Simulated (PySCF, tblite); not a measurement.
# C5H9N3: geometry, infrared bands and NMR shifts

Aim: predict the infrared bands and NMR shifts of C5H9N3 (`CCn1nncc1C`).

Computed with tblite 0.8.0 and PySCF 2.14.0, with density-fitted response routines of our own, on a single molecule in the gas phase. Atoms count from 0, in the outputs and in this text.

### 1 The starting structure

17 atoms, charge 0, multiplicity 1; geometry from: force field or distance geometry start.

Bonds of the start (Å): C0–C1 1.52, C1–N2 1.44, N2–N3 1.32, N3–N4 1.35, N4–C5 1.34, C5–C6 1.39, C6–C7 1.51, C6–N2 1.35, C0–H8 1.10, C0–H9 1.13, C0–H10 1.11, C1–H11 1.12, C1–H12 1.11, C5–H13 1.07, C7–H14 1.09, C7–H15 1.13, C7–H16 1.12.

### 2 Optimising the geometry with GFN2-xTB

Job settings and geometry (Å):

```
{"job": {"kind": "relax", "xc": "GFN2-xTB", "basis": "xTB"}, "charge": 0, "multiplicity": 1}
C      2.259100    -0.056500     0.176400
C      1.198700     0.264300    -0.869400
N     -0.013300    -0.478500    -0.646300
N     -0.281400    -1.655200    -1.173900
N     -1.498000    -2.091700    -0.786300
C     -2.047400    -1.140700    -0.010900
C     -1.103700    -0.128500     0.069200
C     -1.311300     1.135800     0.867200
H      3.117400     0.602700    -0.005000
H      1.843000     0.145700     1.210100
H      2.504800    -1.137400     0.183400
H      0.932900     1.348000    -0.819200
H      1.612600    -0.011100    -1.864800
H     -3.002900    -1.120900     0.478400
H     -0.504500     1.858900     0.748300
H     -2.254300     1.635400     0.494400
H     -1.458600     0.841500     1.938400
```

Started as:

```console
$ OMP_NUM_THREADS=1 python probes_run.py task.json out
```

The driver reads the jobs from task.json and runs them one after another.

**Question.** This job is followed by: GFN2-xTB harmonic vibrations, gas phase; GIAO PBE0/pcSseg-1 NMR shielding, non-relativistic, gas phase. What will the session give for the following? strongest single infrared mode (GFN2-xTB); zero-point energy (GFN2-xTB); ¹³C shifts against TMS (PBE0/pcSseg-1); ¹H shifts against TMS (PBE0/pcSseg-1, means over atoms taken as alike); ¹⁵N shifts against NH3 (PBE0/pcSseg-1); surface potential, 1st and 99th percentile.

As calculated:

| quantity | value |
| --- | --- |
| strongest single infrared mode (GFN2-xTB) | 1366 cm⁻¹, 74 km/mol |
| zero-point energy (GFN2-xTB) | 88.1 kcal/mol |
| ¹³C shifts against TMS (PBE0/pcSseg-1) | 137.5, 137.0, 44.2, 18.6, 10.6 ppm |
| ¹H shifts against TMS (PBE0/pcSseg-1, means over atoms taken as alike) | 7.51, 4.38, 2.43, 1.39 ppm |
| ¹⁵N shifts against NH3 (PBE0/pcSseg-1) | 402.0, 387.1, 272.3 ppm |
| surface potential, 1st and 99th percentile | -2.19 V and 1.28 V |

**Reading.** Relaxing lowered the energy by 0.488 eV in 135 steps; the close pair that moved most is N3–N4, from 1.349 to 1.278 Å. All 45 modes are real, so the xTB geometry is a minimum. The strongest single mode, at 1366 cm⁻¹, is spread over several atoms, N4, N3, C5 among them. Unscaled tight-binding wavenumbers are off by several per cent, some by more. Its intensities can rank the bands wrongly. At PBE0/pcSseg-1: The widest tensor belongs to N4: span 561 ppm, with a paramagnetic part of -448 ppm. NICS(1)zz of -32 ppm above the planar ring from N2 marks a diatropic (aromatic) ring current.
